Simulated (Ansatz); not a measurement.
This script drives Ansatz's Python interface.

`b2h6osi.py`
```python
'''Stretching a bond of B2H6OSi, the rest held rigid.'''

import ansatz as az
import numpy as np

geometry_ang = [
    ('B', [-1.3049, 0.8129, 0.0504]),
    ('Si', [0.171, -0.2317, -0.4591]),
    ('B', [0.8162, -1.1369, 1.1019]),
    ('O', [1.4808, 0.7835, -1.1134]),
    ('H', [-2.4041, 0.6503, -0.4752]),
    ('H', [-1.2305, 1.7326, 0.8384]),
    ('H', [-0.2079, -1.2222, -1.4563]),
    ('H', [0.2609, -2.0305, 1.5281]),
    ('H', [1.4471, -0.4788, 1.9507]),
    ('H', [1.0546, 1.0698, -1.9625]),
]
mol = az.Crystal.molecule()
for symbol, xyz in geometry_ang:
    mol = mol.atom(symbol, xyz)

symbols = [site.symbol for site in mol.cartesian_sites]
start = np.array([site.position_ang for site in mol.cartesian_sites])
axis = (start[4] - start[0]) / np.linalg.norm(start[4] - start[0])
moving = [4]
lengths, energies = [1.082, 1.131, 1.18, 1.229, 1.278, 1.328, 1.377, 1.45], []
for length in lengths:
    xyz = start.copy()
    xyz[moving] += (length - np.linalg.norm(start[4] - start[0])) * axis
    point = az.Crystal.molecule()
    for symbol, place in zip(symbols, xyz):
        point = point.atom(symbol, place.tolist())
    setup = (
        point.calculation()
        .basis(gaussian='def2-SVP')
        .functional('r2scan0')
    )
    r = setup.run().report
    energies.append(r['free_energy_ev'])
    print(f'r = {length:6.3f} A  E = {energies[-1]:.5f} eV  <S^2> = {abs(r["mean_field"]["state"]["spin_squared"]):.3f}')

# quartic fit about the minimum
fit = np.polynomial.Polynomial.fit(lengths, np.array(energies) - min(energies), 4).convert()
roots = [r.real for r in fit.deriv().roots() if abs(r.imag) < 1e-9 and fit.deriv(2)(r.real) > 0]
r_e = min(roots, key=lambda r: abs(r - lengths[int(np.argmin(energies))]))
print(f'minimum of the fit at {r_e:.4f} A, force constant {fit.deriv(2)(r_e):.2f} eV/A^2')
```

It is started by `python b2h6osi.py`. Estimate its wall time and peak memory on 1 thread of Arm Neoverse V1 (shared host).

It took about 37 s, with a peak of 0.25 GiB, for 8 runs of the engine.

Output of `python b2h6osi.py`:
```text
r =  1.082 A  E = -11364.11298 eV  <S^2> = 0.000
r =  1.131 A  E = -11364.26044 eV  <S^2> = 0.000
r =  1.180 A  E = -11364.32575 eV  <S^2> = 0.000
r =  1.229 A  E = -11364.32620 eV  <S^2> = 0.000
r =  1.278 A  E = -11364.27572 eV  <S^2> = 0.000
r =  1.328 A  E = -11364.18334 eV  <S^2> = 0.000
r =  1.377 A  E = -11364.06194 eV  <S^2> = 0.000
r =  1.450 A  E = -11363.83982 eV  <S^2> = 0.000
minimum of the fit at 1.2044 A, force constant 24.03 eV/A^2
```

Notes:
- Total energies depend on the basis set; only differences at equal settings carry meaning.
- The rest of the molecule is held rigid at a force-field or estimated start geometry, and the basis set is modest; single-reference methods fail as a bond breaks.
- The orbitals are restricted, so S² is zero by construction.

(Lines on the test bed's own set-up are left out of the output.)
